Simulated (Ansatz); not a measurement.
**YbB (rocksalt): a single-point run**

Aim: a sound single-point run of YbB (rocksalt). The structure is shown as the input types it.

Computed with Ansatz 0.2.0 (DFT r2SCAN, scalar-relativistic, plane waves, PAW, unless a step's input says otherwise).

1 further run of the same task is left out (it didn't finish). Runs told in other sessions of the task aren't counted.

### Step 1. The system as given

The structure is cubic, space group Fm-3m (No. 225). Conventional cell: a = 5.255 Å, b = 5.255 Å, c = 5.255 Å, α = 90.00°, β = 90.00°, γ = 90.00°. Yb (site symmetry m-3m) has 6 B at 2.63 Å in its first shell of neighbours. B (site symmetry m-3m) is surrounded by 6 Yb at 2.63 Å.

Coordinates:

```cif
data_structure
_symmetry_space_group_name_H-M 'P 1'
_symmetry_Int_Tables_number 1
_cell_length_a 3.7160
_cell_length_b 3.7160
_cell_length_c 3.7160
_cell_angle_alpha 60.000
_cell_angle_beta 60.000
_cell_angle_gamma 60.000
_cell_volume 36.28
loop_
_atom_site_label
_atom_site_type_symbol
_atom_site_fract_x
_atom_site_fract_y
_atom_site_fract_z
_atom_site_occupancy
Yb1 Yb 0.50000 0.50000 0.50000 1
B1 B 0.00000 0.00000 0.00000 1
```

### Step 2. Running it

Input file input.yaml:

```yaml
crystal:
  lattice:
    - [0.0, 2.6276234145, 2.6276234145]
    - [2.6276234145, 0.0, 2.6276234145]
    - [2.6276234145, 2.6276234145, 0.0]
  atoms:
    - { symbol: Yb, position: [0.5, 0.5, 0.5] }
    - { symbol: B, position: [0.0, 0.0, 0.0] }
basis:
  ecutwfc: 500
  ecutrho_ratio: 4
kpoints:
  mp_grid: { grid: [1, 1, 1] }
hamiltonian:
  xc: r2scan
scf:
  occupations: { method: gaussian, width: 0.05 }
  max_iter: 100
output:
  forces: true
  stress: true
```

On the command line:

```console
$ ansatz run input.yaml --threads 2 --pin off --max-ram 2662MiB --backend cpu --events-out ev --progress --plain --runs-dir out
```

**Question.** How will this run end, and is anything wrong with its input?

This run ends as converged. It gives a pressure of 30 GPa, which is large; a structure far from rest gives such values too, whatever the setting.

The suspect setting: kpoints.mp_grid.grid is [1, 1, 1]. The zone is sampled at a single point, which suits only large cells or molecules.

To check: set kpoints.mp_grid.grid to [12, 12, 12].
